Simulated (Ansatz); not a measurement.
# GaLiH₂ (triplet): from Hartree-Fock to the top rungs, 6-31G

One table from this session's results is given with a row withheld; the runs are named, their logs left out.

Program: Ansatz 0.2.0, Gaussian basis. Level of theory: 6-31G, core rule «outside noble gas», up to 15 orbitals frozen. These are calculated values, not measurements.

The runs, in order: UHF; CCSD(T) on ROHF; CCSD(T) on UHF; BCCD(T) on ROHF; CISD as a restricted active space (open shells left free, so some higher excitations enter); CCSDT(Q) on ROHF; CCSDT(Q) on UHF; Full CI.

39 further runs of the same task are left out: 15 for a known fault of the program, 8 that didn't finish, 16 set aside as unsound or not needed. Runs told in other sessions of the task aren't counted.

## What is computed

The geometry is a PBE0/def2-TZVP stationary point (not a proven minimum). No spin-orbit coupling is included. The filled d shell of Ga may be among the frozen orbitals whatever the setting's name suggests.

4 atoms, charge 0, spin multiplicity 3.

Atoms are counted from 1 here; the program's logs count them from 0.

Bond lengths: Ga1–Li2 2.341 Å, Ga1–H3 1.647 Å, Ga1–H4 1.647 Å, Li2–H3 1.857 Å, Li2–H4 1.857 Å. Angles: Li2–Ga1–H3 52.0°, Li2–Ga1–H4 52.0°, H3–Ga1–H4 101.2°, Ga1–Li2–H3 44.4°, Ga1–Li2–H4 44.4°, H3–Li2–H4 86.5°, Ga1–H3–Li2 83.6°, Ga1–H4–Li2 83.6°.

Geometry (Å):

```
Ga   -0.0009    0.0000    0.2325
Li   -0.0579    0.0000   -2.1075
H     0.2316   -1.2723   -0.7865
H     0.2316    1.2723   -0.7865
```

The first run:

in.yaml

```yaml
crystal:
  periodic: [false, false, false]
  atoms:
    - {symbol: Ga, position_ang: [-0.000932, 0.000000, 0.232544]}
    - {symbol: Li, position_ang: [-0.057897, -0.000001, -2.107496]}
    - {symbol: H, position_ang: [0.231589, -1.272323, -0.786532]}
    - {symbol: H, position_ang: [0.231589, 1.272322, -0.786533]}
basis:
  gaussian: {orbitals: 6-31G}
magnetization: {spin_polarized: true, initial_magnetization: 2}
hamiltonian: {xc: hf}
output: {orbitals: {seedname: orbitals}}
```

The run is started by

```sh
> ansatz run in.yaml --threads 1 --pin off --events-out ev --progress --plain --max-ram 2393MiB
```

Among the steps run: UHF; CCSD(T) on ROHF; CCSD(T) on UHF; BCCD(T) on ROHF; CISD as a restricted active space (open shells left free, so some higher excitations enter); CCSDT(Q) on ROHF; CCSDT(Q) on UHF; Full CI.

One table of the session follows, with a row left open; its other results are not shown here.

It belongs to the step «Misses and costs». 

```
   method  from FCI (meV)
     ROHF         +1449.8
      UHF         +1417.9
     RMP2          +446.3
     UMP2          +432.9
    RCCSD               ?
    UCCSD           +30.7
 RCCSD(T)           +11.2
 UCCSD(T)            +5.2
  BCCD(T)           +11.0
   RCCSDT             0.0
   UCCSDT            -6.0
RCCSDT(Q)            -0.4
UCCSDT(Q)            -6.4
      FCI               0
```

**Question.** Estimate the row for RCCSD.

As computed: from FCI (meV): +36.6. In the column «from FCI (meV)» it lies between UCCSD (+30.7) and UMP2 (+432.9).

Not comparable, so not listed: CISD as a restricted active space (open shells left free, so some higher excitations enter) (they don't share determinant, frozen orbitals or solution with the rows shown, or repeat one).

Caveats from the session: UCCSDT, UCCSDT(Q) fall below full CI: unrestricted runs freeze a spin-polarised core, another one than full CI's, and coupled cluster isn't variational. Levels on UHF freeze UHF's core orbitals, full CI those of ROHF, so the U rows can settle a little off it for that reason alone. Restricted and unrestricted rows rest on different reference determinants; a gap between their highest levels can come from leftover correlation error, from unlike frozen cores or from another state.
